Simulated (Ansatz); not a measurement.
**Sb₂: ionisation energy by level of theory**

An exercise on one series of results from a longer session: the logs are not shown, and one member is left open.

The runs use Ansatz 0.2.0, Gaussian basis; unrestricted cation, the program's frozen cores in correlated methods.

Levels to be run: UKS PBE-D4/def2-TZVPP; UKS r2SCAN-D4/def2-TZVPP; UKS PBE0-D4/def2-TZVPP; UKS B3LYP-D4/def2-TZVPP; UKS wB97X-V/def2-TZVPP; UKS wB97M-V/def2-TZVPP; UKS B2PLYP/def2-TZVPP; UHF-CCSD(T)/def2-TZVPP; UHF-CCSD(T)/def2-QZVPP; extrapolation to the limit; then −ε(HOMO) from the neutral's earlier runs with LDA (SPW92), PBE-D4, revPBE-D4, BLYP-D4, r2SCAN-D4, B97M-V, PBE0-D4, B3LYP-D4, r2SCANh-D4, r2SCAN0-D4, HSE06-D4, BHLYP-D4, CAM-B3LYP-D4, LC-ωPBE, ωB97X-V, ωB97M-V.

**Structure used throughout**

The geometry comes from an earlier relaxation with PBE0-D4 in a triple-zeta def2 set; it is a stationary point. Sb takes the def2 core potential; no spin-orbit term is included.

SMILES `[Sb]#[Sb]`, 2 atoms, charge 0, spin multiplicity 1.

Atoms are counted from 1 here; the program's logs count them from 0.

Bond lengths: Sb1–Sb2 2.464 Å.

The first run:

Contents of in.yaml:

```yaml
crystal:
  periodic: [false, false, false]
  atoms:
    - {symbol: Sb, position_ang: [-1.047546, 0.372206, -0.531305]}
    - {symbol: Sb, position_ang: [1.047546, -0.372206, 0.531305]}
basis:
  gaussian: {orbitals: def2-TZVPP}
total_charge: 1
magnetization: {spin_polarized: true, initial_magnetization: 1}
hamiltonian: {xc: pbe, dispersion: d4}
```

Started as:

```bash
> ansatz run in.yaml --threads 2 --pin off --events-out ev --progress --plain --max-ram 32768MiB --backend cpu
```

Steps of the session up to this table: Cation, UKS PBE-D4/def2-TZVPP; Cation, UKS r2SCAN-D4/def2-TZVPP; Cation, UKS PBE0-D4/def2-TZVPP; Cation, UKS B3LYP-D4/def2-TZVPP; Cation, UKS wB97X-V/def2-TZVPP; Cation, UKS wB97M-V/def2-TZVPP; Cation, UKS B2PLYP (frozen core)/def2-TZVPP; Cation, UHF-CCSD(T)/def2-TZVPP; Cation, UHF-CCSD(T)/def2-QZVPP.

One table of the session follows, with a row left open; its other results are not shown here.

For comparison, −ε(HOMO) of the neutral from earlier runs:

| functional | −ε(HOMO) (eV) |
| --- | --- |
| LDA (SPW92) | 5.99 |
| PBE-D4 | 5.80 |
| revPBE-D4 | 5.74 |
| BLYP-D4 | 5.61 |
| r2SCAN-D4 | 6.05 |
| B97M-V | 5.77 |
| PBE0-D4 | 6.61 |
| B3LYP-D4 | 6.40 |
| r2SCANh-D4 | 6.34 |
| r2SCAN0-D4 | 6.78 |
| HSE06-D4 | 6.23 |
| BHLYP-D4 | 7.21 |
| CAM-B3LYP-D4 | 7.60 |
| LC-ωPBE | ? |
| ωB97X-V | 8.46 |
| ωB97M-V | 8.38 |

**Question.** Estimate the row for LC-ωPBE.

As computed: −ε(HOMO) (eV): 8.71. In the column «−ε(HOMO) (eV)» it is the highest.

To keep in mind: The cation may have settled in a state other than its lowest; no search over hole states beyond the program's own was made.
